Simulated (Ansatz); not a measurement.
# BGeH4Na (SMILES [Na][BH][GeH3]): functionals against CCSD(T) at one geometry

Aim: energy, forces and dipole at a structure displaced at random from a GFN2-xTB minimum, from CCSD(T) and from density functionals.

Computed with Ansatz 0.2.0, Gaussian basis. Level: single points in def2-TZVPP.

Cores are frozen in the correlated methods. Filled d shells of the heavier atoms are correlated. The outer core shell of Li, Na, Mg and K is correlated.

## 1. The starting structure

SMILES `[Na][BH][GeH3]`, 7 atoms, charge 0, spin multiplicity 1.

Atoms are counted from 1 here; the program's logs count them from 0.

Bond lengths: Na1–B2 2.324 Å, B2–Ge3 1.983 Å, B2–H4 1.204 Å, Ge3–H5 1.524 Å, Ge3–H6 1.538 Å, Ge3–H7 1.525 Å. Angles: Na1–B2–Ge3 106.4°, Na1–B2–H4 140.9°, Ge3–B2–H4 112.7°, B2–Ge3–H5 111.6°, B2–Ge3–H6 112.5°, B2–Ge3–H7 130.1°, H5–Ge3–H6 99.4°, H5–Ge3–H7 99.8°, H6–Ge3–H7 98.8°.

Geometry (Å):

```
atom    x (Å)    y (Å)    z (Å)
 Na1  -2.5067  -1.2095  -0.0921
  B2  -0.1993  -1.2695   0.1776
 Ge3   0.4380   0.5953  -0.0467
  H4   0.6946  -2.0416   0.4108
  H5  -0.0042   1.1827  -1.3819
  H6  -0.2676   1.5760   0.9052
  H7   1.8495   1.1671   0.0342
```

## 2. CCSD(T)/def2-TZVPP

run/in.yaml

```yaml
crystal:
  periodic: [false, false, false]
  atoms:
    - {symbol: Na, position_ang: [-2.506700, -1.209500, -0.092100]}
    - {symbol: B, position_ang: [-0.199300, -1.269500, 0.177600]}
    - {symbol: Ge, position_ang: [0.438000, 0.595300, -0.046700]}
    - {symbol: H, position_ang: [0.694600, -2.041600, 0.410800]}
    - {symbol: H, position_ang: [-0.004200, 1.182700, -1.381900]}
    - {symbol: H, position_ang: [-0.267600, 1.576000, 0.905200]}
    - {symbol: H, position_ang: [1.849500, 1.167100, 0.034200]}
basis:
  gaussian: {orbitals: def2-TZVPP}
correlation: {method: ccsd_t}
output: {forces: true}
```

No record of the launch command was kept for these runs.

## 3. PBE0-D4/def2-TZVPP

run/in.yaml: that of step 2 with these lines changed.

```diff
@@ -12,3 +12,3 @@
   gaussian: {orbitals: def2-TZVPP}
-correlation: {method: ccsd_t}
-output: {forces: true}
+hamiltonian: {xc: pbe0, dispersion: d4}
+output: {forces: true, orbitals: {seedname: orbitals}}
```

## 4. wB97M-V/def2-TZVPP

run/in.yaml: that of step 3 with these lines changed.

```diff
@@ -12,3 +12,3 @@
   gaussian: {orbitals: def2-TZVPP}
-hamiltonian: {xc: pbe0, dispersion: d4}
-output: {forces: true, orbitals: {seedname: orbitals}}
+hamiltonian: {xc: {name: wB97M-V}}
+output: {forces: true}
```

## 5. r2SCAN-D4/def2-TZVPP

run/in.yaml: that of step 4 with these lines changed.

```diff
@@ -12,3 +12,3 @@
   gaussian: {orbitals: def2-TZVPP}
-hamiltonian: {xc: {name: wB97M-V}}
+hamiltonian: {xc: r2scan, dispersion: d4}
 output: {forces: true}
```

## 6. PBE-D4/def2-TZVPP

run/in.yaml: that of step 5 with these lines changed.

```diff
@@ -12,3 +12,3 @@
   gaussian: {orbitals: def2-TZVPP}
-hamiltonian: {xc: r2scan, dispersion: d4}
+hamiltonian: {xc: pbe, dispersion: d4}
 output: {forces: true}
```

## 7. SPW92/def2-TZVPP

run/in.yaml: that of step 6 with these lines changed.

```diff
@@ -12,3 +12,3 @@
   gaussian: {orbitals: def2-TZVPP}
-hamiltonian: {xc: pbe, dispersion: d4}
+hamiltonian: {xc: lda}
 output: {forces: true}
```

## 8. BHLYP-D4/def2-TZVPP

run/in.yaml: that of step 7 with these lines changed.

```diff
@@ -12,3 +12,3 @@
   gaussian: {orbitals: def2-TZVPP}
-hamiltonian: {xc: lda}
+hamiltonian: {xc: {name: BHLYP}, dispersion: d4}
 output: {forces: true}
```

(Steps that only read results are left out.)

What does the calculation give? Wanted: energy less free atoms, CCSD(T)/def2-TZVPP; RMS force component; RMS force error; HOMO and LUMO, PBE0-D4; T1 diagnostic.

**Answer**, as computed:

| quantity | value |
| --- | --- |
| energy less free atoms, CCSD(T)/def2-TZVPP | -16.557 eV |
| RMS force component | 0.305 to 0.539 eV/Å over the methods |
| RMS force error | PBE0-D4 0.094, wB97M-V 0.057, r2SCAN-D4 0.113, PBE-D4 0.181, SPW92 0.278, BHLYP-D4 0.091 eV/Å |
| HOMO and LUMO, PBE0-D4 | -4.95 and -1.65 eV |
| T1 diagnostic | 0.012 |

What this shows: Against CCSD(T) the functionals' energies less atoms differ by -2.483 to +0.014 eV, PBE-D4 by -0.210 eV. The reference is not at the basis limit: in triple zeta CCSD(T) underbinds, which counts against methods that bind more; the gaps are no ranking. For forces wB97M-V does best and SPW92 worst. Frozen-core CCSD(T) forces in triple zeta carry basis errors of their own, and this is one geometry, so small gaps rank nothing. The restricted Hartree–Fock reference is unstable towards an unrestricted one at one or more of these structures.
